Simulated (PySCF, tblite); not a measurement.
# C5H9NOSi: geometry, infrared bands and NMR shifts

Wanted: the infrared bands and NMR shifts of C5H9NOSi (`[SiH3]CCc1ncco1`), by calculation.

The runs use tblite 0.8.0 and PySCF 2.14.0, with density-fitted response routines of our own; the level of theory stands in each step. All values are computed, except where a source is named. Atoms count from 0, in the outputs and in this text.

## (1) The starting structure

17 atoms, charge 0, multiplicity 1; geometry from: force field or distance geometry start.

Bonds of the start (Å): Si0–C1 1.83, C1–C2 1.52, C2–C3 1.48, C3–N4 1.36, N4–C5 1.34, C5–C6 1.38, C6–O7 1.33, O7–C3 1.32, Si0–H8 1.47, Si0–H9 1.50, Si0–H10 1.50, C1–H11 1.13, C1–H12 1.09, C2–H13 1.12, C2–H14 1.13, C5–H15 1.08, C6–H16 1.09.

## (2) Geometry optimisation with GFN2-xTB

What the job is given:

```
{"job": {"kind": "relax", "xc": "GFN2-xTB", "basis": "xTB"}, "charge": 0, "multiplicity": 1}
Si    -2.081200     0.975400    -0.297600
C     -1.529900    -0.756100    -0.535200
C     -0.453200    -1.232200     0.421500
C      0.798400    -0.441300     0.349300
N      1.809200    -0.800100    -0.481000
C      2.798000     0.089500    -0.313300
C      2.385900     0.990900     0.651900
O      1.170700     0.620800     1.031700
H     -0.996900     1.974200    -0.305800
H     -2.796200     1.184600     1.001600
H     -3.013200     1.328700    -1.416100
H     -2.436900    -1.430900    -0.454800
H     -1.190600    -0.872300    -1.562600
H     -0.275000    -2.311000     0.162900
H     -0.856600    -1.265700     1.477200
H      3.754600     0.110300    -0.811500
H      2.906100     1.847200     1.071900
```

Command:

```sh
> OMP_NUM_THREADS=1 python probes_run.py task.json out
```

The driver reads the jobs from task.json and runs them one after another.

**Question.** This job is followed by: GFN2-xTB harmonic vibrations, gas phase; GIAO PBE0/pcSseg-1 NMR shielding, non-relativistic, gas phase. Predict these results of the whole session: strongest single infrared mode (GFN2-xTB); zero-point energy (GFN2-xTB); ¹³C shifts against TMS (PBE0/pcSseg-1); ¹H shifts against TMS (PBE0/pcSseg-1, means over atoms taken as alike); ²⁹Si shifts against TMS (PBE0/pcSseg-1); ¹⁵N shifts against NH3 (PBE0/pcSseg-1); ¹⁷O shifts against H2O (PBE0/pcSseg-1).

As calculated:

| quantity | value |
| --- | --- |
| strongest single infrared mode (GFN2-xTB) | 2262 cm⁻¹, 433 km/mol |
| zero-point energy (GFN2-xTB) | 79.5 kcal/mol |
| ¹³C shifts against TMS (PBE0/pcSseg-1) | 170.8, 142.8, 136.3, 29.6, 12.3 ppm |
| ¹H shifts against TMS (PBE0/pcSseg-1, means over atoms taken as alike) | 7.61, 7.35, 3.57, 3.11, 1.21 ppm |
| ²⁹Si shifts against TMS (PBE0/pcSseg-1) | -70.8 ppm |
| ¹⁵N shifts against NH3 (PBE0/pcSseg-1) | 293.8 ppm |
| ¹⁷O shifts against H2O (PBE0/pcSseg-1) | 323.7 ppm |

Over 85 steps the energy fell by 0.477 eV; of the close pairs, Si0–C1 changed most, 1.833 to 1.906 Å. No mode is imaginary among the 45: a minimum at this level. The strongest single mode, at 2262 cm⁻¹, moves mainly H10 and H8. GFN2-xTB is a fitted tight-binding method: band positions and strengths are rough. Its intensities can rank the bands wrongly. At PBE0/pcSseg-1: The largest span, 459 ppm, is at N4, where the paramagnetic term is -357 ppm. NICS(1)zz of -27 ppm above the planar ring from C3 marks a diatropic (aromatic) ring current.
